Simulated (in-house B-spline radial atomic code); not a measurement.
**Br³²⁺: excited configurations in jj coupling**

Wanted: excitation energies of Br³²⁺ as differences of total energies (ΔSCF).

The numbers are computed with in-house B-spline radial atomic code version 1 (Dirac-Hartree-Fock, average of configuration, Fermi nucleus, basis-set limit), except any that are marked as measured or tabulated.

### Step 1. The system

| Quantity | Value |
| --- | --- |
| element | bromine (Z = 35) |
| charge | +32 |
| electrons | 3 |
| configuration | 1s2 2s1 |
| Hamiltonian | Dirac-Coulomb |
| nucleus | Fermi, rms radius 4.163 fm |

Settings of the run:

```ini
Z = 35
electrons = 3.0
configuration = 1s2 2s1
hamiltonian = dirac
method = hf
spin_polarised = False
nucleus = fermi
rms_radius = 4.1629
mass_number = 79
atomic_mass = 78.918337574
speed_of_light = 137.035999084
```

From the earlier run of the reference: total energy -1365.610792 hartree. Levels, eight at most:

| orbital | occupation | energy (eV) | <r> (bohr) |
| --- | --- | --- | --- |
| 1s1/2 | 2 | -16154.4 | 0.04241 |
| 2s1/2 | 1 | -3871.59 | 0.1737 |

### Step 2. Configuration 1s2 5s1

Settings of the run:

```ini
Z = 35
electrons = 3.0
configuration = 1s2 5s1
hamiltonian = dirac
method = hf
spin_polarised = False
nucleus = fermi
rms_radius = 4.1629
mass_number = 79
atomic_mass = 78.918337574
speed_of_light = 137.035999084
```

### Step 3. Configuration 1s2 6g+1

In configurations, a minus sign after the shell means j = l − 1/2 and a plus sign j = l + 1/2; the count of electrons follows.

Settings: those of step 2 with these lines changed.

```diff
@@ -2,3 +2,3 @@
 electrons = 3.0
-configuration = 1s2 5s1
+configuration = 1s2 6g+1
 hamiltonian = dirac
```

### Step 4. Run with 1s2 5d-1

Settings: those of step 3 with these lines changed.

```diff
@@ -2,3 +2,3 @@
 electrons = 3.0
-configuration = 1s2 6g+1
+configuration = 1s2 5d-1
 hamiltonian = dirac
```

### Step 5. 1s2 6p-1

Settings: those of step 4 with these lines changed.

```diff
@@ -2,3 +2,3 @@
 electrons = 3.0
-configuration = 1s2 5d-1
+configuration = 1s2 6p-1
 hamiltonian = dirac
```

### Step 6. Configuration 1s2 6d+1

Settings: those of step 5 with these lines changed.

```diff
@@ -2,3 +2,3 @@
 electrons = 3.0
-configuration = 1s2 6p-1
+configuration = 1s2 6d+1
 hamiltonian = dirac
```

Before running: How far above the reference does each configuration lie (order and size, in eV)?

The runs gave:

| net move | configuration | energy above the reference (eV) | with Breit, QED, recoil (eV) | largest <r> (bohr) |
| --- | --- | --- | --- | --- |
| 2s → 5s | 1s2 5s1 | 3267.10 | 3264.48 | 1.11 |
| 2s → 5d3/2 | 1s2 5d-1 | 3276.39 | 3273.61 | 1.04 |
| 2s → 6p1/2 | 1s2 6p-1 | 3455.39 | 3452.69 | 1.59 |
| 2s → 6d5/2 | 1s2 6d+1 | 3459.12 | 3456.33 | 1.54 |
| 2s → 6g9/2 | 1s2 6g+1 | 3459.71 | 3456.92 | 1.33 |

**Reading.** At the bottom stands 2s → 5s (3267.10 eV), at the top 2s → 6g9/2 (3459.71 eV). These are averages over configurations, without correlation, not spectroscopic levels.
